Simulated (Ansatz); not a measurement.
# ZnS: the cost of one run

Method: DFT PBE, scalar-relativistic, plane waves, PAW, in Ansatz 0.2.0.

The COD entry's cell or inner coordinates are ideal or old and differ from later refinements, so a difference from it is no clean test against experiment.

2 further runs of the same task are left out: 1 that didn't finish, 1 set aside as unsound or not needed.

### 1 Starting point

It takes space group P6_3mc (No. 186, hexagonal). The conventional cell has a = 3.847 Å, b = 3.847 Å, c = 18.873 Å, α = 90.00°, β = 90.00°, γ = 120.00°. Zn (site symmetry 3m) has 4 S at 2.36 Å as nearest neighbours. S (site symmetry 3m) has 4 Zn at 2.36 Å as nearest neighbours.

As a file:

```cif
data_structure
_symmetry_space_group_name_H-M 'P6_3mc'
_symmetry_Int_Tables_number 186
_cell_length_a 3.8470
_cell_length_b 3.8470
_cell_length_c 18.8731
_cell_angle_alpha 90.000
_cell_angle_beta 90.000
_cell_angle_gamma 120.000
_cell_volume 241.89
loop_
_atom_site_label
_atom_site_type_symbol
_atom_site_symmetry_multiplicity
_atom_site_Wyckoff_symbol
_atom_site_fract_x
_atom_site_fract_y
_atom_site_fract_z
_atom_site_occupancy
Zn1 Zn 2 a 0.00000 0.00000 0.00003 1
Zn2 Zn 2 b 0.33333 0.66667 0.16679 1
Zn3 Zn 2 b 0.66667 0.33333 0.33327 1
S1 S 2 a 0.00000 0.00000 0.12511 1
S2 S 2 b 0.33333 0.66667 0.29164 1
S3 S 2 b 0.66667 0.33333 0.45815 1
```

It is the result of an earlier relaxation at this level (volume 20.16 Å³/atom; gap on the mesh: 2.04 eV).

### 2 The cell as listed, for comparison

File input.yaml:

```yaml
crystal:
  lattice:
    - [3.812, 0.0, 0.0]
    - [-1.906, 3.3012888392, 0.0]
    - [0.0, 0.0, 18.68999]
  atoms:
    - { symbol: Zn, position: [0.0, 0.0, 0.0] }
    - { symbol: Zn, position: [0.0, 0.0, 0.5] }
    - { symbol: Zn, position: [0.3333333333, 0.6666666667, 0.16667] }
    - { symbol: Zn, position: [0.6666666667, 0.3333333333, 0.66667] }
    - { symbol: Zn, position: [0.6666666667, 0.3333333333, 0.33333] }
    - { symbol: Zn, position: [0.3333333333, 0.6666666667, 0.83333] }
    - { symbol: S, position: [0.0, 0.0, 0.125] }
    - { symbol: S, position: [0.0, 0.0, 0.625] }
    - { symbol: S, position: [0.3333333333, 0.6666666667, 0.29167] }
    - { symbol: S, position: [0.6666666667, 0.3333333333, 0.79167] }
    - { symbol: S, position: [0.6666666667, 0.3333333333, 0.45833] }
    - { symbol: S, position: [0.3333333333, 0.6666666667, 0.95833] }
basis:
  ecutwfc: 420
kpoints:
  mp_grid: { grid: [12, 12, 2] }
hamiltonian:
  xc: pbe
scf:
  occupations: { method: gaussian, width: 0.02 }
output:
  forces: true
  stress: true
  eigenvalues: true
  populations: true
```

The run is started by

```bash
ansatz run input.yaml --threads 2 --pin off --max-ram 5120MiB --backend cpu --events-out ev --progress --plain --runs-dir out
```

**Question.** How long does this run take on 2 threads of Intel Xeon at 2.50GHz (Skylake/Cascade Lake), shared host, and how much memory does it need?

About 60 s, with a peak of 0.75 GiB.
